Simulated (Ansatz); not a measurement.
# LaSi2Ir2: the cost of one run

Program: Ansatz 0.2.0. Level of theory: DFT PBEsol, scalar-relativistic, plane waves, PAW. These are calculated values, not measurements.

### Step 1. Starting point

Symmetry: P4/nmm, No. 129, tetragonal system. The conventional cell has a = 4.208 Å, b = 4.208 Å, c = 9.957 Å, α = 90.00°, β = 90.00°, γ = 90.00°. Around La (site symmetry 4mm) lie 8 Ir at 3.20 to 3.31 Å and 8 Si at 3.21 to 3.24 Å. Si (site symmetry 4mm) has 5 Ir at 2.45 to 2.46 Å and 4 La at 3.24 Å as nearest neighbours. Si (site symmetry -4m2) has 4 Ir at 2.45 Å and 4 La at 3.21 Å as nearest neighbours. Ir (site symmetry 4mm) has 5 Si at 2.45 Å as nearest neighbours. Ir (site symmetry -4m2) is surrounded by 4 Si at 2.46 Å.

Coordinates:

```cif
data_structure
_symmetry_space_group_name_H-M 'P4/nmm:1'
_symmetry_Int_Tables_number 129
_cell_length_a 4.2075
_cell_length_b 4.2075
_cell_length_c 9.9570
_cell_angle_alpha 90.000
_cell_angle_beta 90.000
_cell_angle_gamma 90.000
_cell_volume 176.27
loop_
_atom_site_label
_atom_site_type_symbol
_atom_site_symmetry_multiplicity
_atom_site_Wyckoff_symbol
_atom_site_fract_x
_atom_site_fract_y
_atom_site_fract_z
_atom_site_occupancy
La1 La 2 c 0.00000 0.50000 0.25644 1
Si1 Si 2 c 0.50000 0.00000 0.12749 1
Si2 Si 2 b 0.50000 0.50000 0.50000 1
Ir1 Ir 2 c 0.50000 0.00000 0.37373 1
Ir2 Ir 2 a 0.50000 0.50000 0.00000 1
```

The structure rests on an entry of the Materials Project (structure only); cell or positions may have been set otherwise for this series.

### Step 2. Relaxing cell and atoms: LaSi2Ir2, no spin

The input, input.yaml:

```yaml
crystal:
  lattice:
    - [4.207525205, 0.0, 0.0]
    - [0.0, 4.207525205, 0.0]
    - [0.0, 0.0, 9.95695143]
  atoms:
    - { symbol: La, position: [0.0, 0.5, 0.25644064] }
    - { symbol: La, position: [0.5, 0.0, 0.74355936] }
    - { symbol: Si, position: [0.5, 0.0, 0.12748989] }
    - { symbol: Si, position: [0.0, 0.5, 0.87251011] }
    - { symbol: Si, position: [0.5, 0.5, 0.5] }
    - { symbol: Si, position: [0.0, 0.0, 0.5] }
    - { symbol: Ir, position: [0.5, 0.0, 0.37372892] }
    - { symbol: Ir, position: [0.0, 0.5, 0.62627108] }
    - { symbol: Ir, position: [0.5, 0.5, 0.0] }
    - { symbol: Ir, position: [0.0, 0.0, 0.0] }
scf:
  occupations: { method: fermi_dirac, width: 0.1 }
output:
  forces: true
  stress: true
  eigenvalues: true
  write_density: true
  write_potential: true
  elf: true
  volumetric_format: npy
hamiltonian:
  xc: pbesol
relax:
  f_tol: 0.001
  max_steps: 60
  cell: { stress_tol: 0.01 }
kpoints:
  mp_grid: { grid: [12, 12, 6] }
```

On the command line:

```sh
$ ansatz run input.yaml --threads 8 --pin off --max-ram 24576MiB --backend cpu --events-out ev --progress --plain --runs-dir out
```

What time and memory should one allow on 8 threads of AMD EPYC 7R43 (Zen 3), shared host?

About 90 s, with a peak of 1.5 GiB.
